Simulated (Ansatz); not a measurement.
# CHBGe: the cost of one run

Computed with Ansatz 0.2.0, Gaussian basis. Level: the settings change from run to run.

17 further runs of the same task are left out: 6 that didn't finish, 11 set aside as unsound or not needed.

## (1) The geometry

The geometry is a PBE0/def2-TZVP stationary point (not a proven minimum) with its atoms shifted at random (size 0.100 Å). No spin-orbit coupling is included. The filled d shell of Ge may be among the frozen orbitals whatever the setting's name suggests; the logs give the count.

4 atoms, charge 0, spin multiplicity 1.

Atoms are counted from 1 here; the program's logs count them from 0.

Bond lengths: B1–Ge2 1.837 Å, B1–H4 1.202 Å, Ge2–C3 1.786 Å. Angles: Ge2–B1–H4 173.6°, B1–Ge2–C3 172.3°.

## (2) CISD/cc-pVDZ

Contents of in.yaml:

```yaml
crystal:
  periodic: [false, false, false]
  atoms:
    - {symbol: B, position_ang: [0.064568, 0.023749, 1.060941]}
    - {symbol: Ge, position_ang: [-0.100306, 0.032123, -0.768865]}
    - {symbol: C, position_ang: [-0.023685, -0.000301, -2.552445]}
    - {symbol: H, position_ang: [0.059423, -0.055571, 2.260369]}
basis:
  gaussian: {orbitals: cc-pVDZ, point_charges: [{charge: -0.50, position_ang: [4.439, 0.272, -0.056]}]}
correlation: {active_space: {ras: {orbitals: [11, 0, 38], electrons: 22, max_holes: 2, max_particles: 2}, fixed_orbitals: true}}
output: {forces: true}
```

Started as:

```sh
$ ansatz run in.yaml --threads 1 --pin off --events-out ev --progress --plain --max-ram 2393MiB
```

What time and memory should one allow on 1 thread of Arm Neoverse V2, shared host?

About 23 s, with a peak of 0.35 GiB.
